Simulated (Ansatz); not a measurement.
**C₃H₉AlB₂: a ladder of functionals and wavefunction methods**

One table from this session's results is given with a row withheld; the runs are named, their logs left out.

Computed with Ansatz 0.2.0, Gaussian basis. Level: functionals in def2-TZVPP, the program's frozen cores in correlated methods.

The runs, in order: LDA (SPW92), PBE-D4, revPBE-D4, BLYP-D4, r2SCAN-D4, B97M-V, PBE0-D4, B3LYP-D4, r2SCANh-D4, r2SCAN0-D4, HSE06-D4, BHLYP-D4, CAM-B3LYP-D4, LC-ωPBE, ωB97X-V, ωB97M-V, B2PLYP, PBE-QIDH; CCSD(T)/def2-SVP; CCSD(T)/def2-TZVPP; MP2/def2-QZVPP; extrapolation to the limit; RPA on PBE.

## The relaxed structure

An earlier PBE0-D4 in a triple-zeta def2 set relaxation fixed the geometry.

15 atoms, charge 0, spin multiplicity 1.

Atoms are counted from 1 here; the program's logs count them from 0.

Bond lengths: C1–B2 1.561 Å, C1–H7 1.095 Å, C1–H8 1.091 Å, C1–H9 1.101 Å, B2–C3 1.583 Å, B2–Al5 2.157 Å, C3–B4 1.526 Å, C3–H10 1.090 Å, C3–H11 1.150 Å, B4–Al5 2.097 Å, B4–H12 1.198 Å, Al5–C6 1.955 Å, C6–H13 1.093 Å, C6–H14 1.096 Å, C6–H15 1.093 Å. Angles: B2–C1–H7 114.3°, B2–C1–H8 114.4°, B2–C1–H9 105.4°, H7–C1–H8 109.6°, H7–C1–H9 106.2°, H8–C1–H9 106.2°, C1–B2–C3 123.4°, C1–B2–Al5 147.3°, C3–B2–Al5 89.0°, B2–C3–B4 96.5°, B2–C3–H10 124.3°, B2–C3–H11 72.5°, B4–C3–H10 128.2°, B4–C3–H11 112.5°, H10–C3–H11 109.7°, C3–B4–Al5 92.8°, C3–B4–H12 119.7°, Al5–B4–H12 140.2° and more.

The first run:

Input file in.yaml:

```yaml
crystal:
  periodic: [false, false, false]
  atoms:
    - {symbol: C, position_ang: [-0.590677, -2.169234, 0.910282]}
    - {symbol: B, position_ang: [0.027804, -0.898105, 0.248102]}
    - {symbol: C, position_ang: [1.460543, -0.876798, -0.425145]}
    - {symbol: B, position_ang: [1.847012, 0.524920, 0.037580]}
    - {symbol: Al, position_ang: [-0.125029, 1.224756, -0.099323]}
    - {symbol: C, position_ang: [-1.337851, 2.661040, -0.636869]}
    - {symbol: H, position_ang: [-0.161288, -3.113407, 0.560625]}
    - {symbol: H, position_ang: [-1.679564, -2.221144, 0.857966]}
    - {symbol: H, position_ang: [-0.337955, -2.094561, 1.978906]}
    - {symbol: H, position_ang: [2.102169, -1.751959, -0.531750]}
    - {symbol: H, position_ang: [0.681314, -0.862064, -1.270918]}
    - {symbol: H, position_ang: [2.836625, 0.682452, 0.693810]}
    - {symbol: H, position_ang: [-0.947806, 3.647523, -0.373507]}
    - {symbol: H, position_ang: [-1.465829, 2.645636, -1.725319]}
    - {symbol: H, position_ang: [-2.331369, 2.550046, -0.195141]}
basis:
  gaussian: {orbitals: def2-TZVPP}
hamiltonian: {xc: lda}
output: {orbitals: {seedname: orbitals}}
```

Started as:

```console
$ ansatz run in.yaml --threads 4 --pin off --events-out ev --progress --plain --max-ram 10444MiB
```

Among the steps run: LDA; PBE-D4 (GGA); revPBE-D4 (GGA); BLYP-D4 (GGA); r2SCAN-D4 (meta-GGA); B97M-V (meta-GGA); B3LYP-D4 (hybrid); r2SCANh-D4 (hybrid); r2SCAN0-D4 (hybrid); HSE06-D4 (hybrid); BHLYP-D4 (hybrid); CAM-B3LYP-D4 (range-separated); LC-ωPBE (range-separated); ωB97X-V (range-separated); ωB97M-V (range-separated); B2PLYP (double hybrid); PBE-QIDH (double hybrid).

One of the session's tables, all rows but one given; the rest of the session is left out.

It belongs to the step «Frontier levels by functional». 

```
  functional  HOMO (eV)  LUMO (eV)  gap (eV)
 LDA (SPW92)          ?          ?         ?
      PBE-D4      -4.67      -2.66      2.01
   revPBE-D4      -4.62      -2.57      2.05
     BLYP-D4      -4.54      -2.47      2.07
   r2SCAN-D4      -4.84      -2.46      2.38
      B97M-V      -4.80      -2.50      2.30
     PBE0-D4      -5.68      -1.82      3.86
    B3LYP-D4      -5.51      -1.96      3.55
  r2SCANh-D4      -5.22      -2.16      3.06
  r2SCAN0-D4      -5.79      -1.71      4.08
    HSE06-D4      -5.29      -2.19      3.10
    BHLYP-D4      -6.62      -0.87      5.75
CAM-B3LYP-D4      -6.95      -0.73      6.22
     LC-ωPBE      -8.22       0.31      8.53
     ωB97X-V      -7.91       0.22      8.13
     ωB97M-V      -7.72       0.01      7.73
```

Estimate the missing values for LDA (SPW92).

The run gave: HOMO (eV): -4.78; LUMO (eV): -2.87; gap (eV): 1.90. In the column «HOMO (eV)» it lies between B97M-V (-4.80) and PBE-D4 (-4.67).
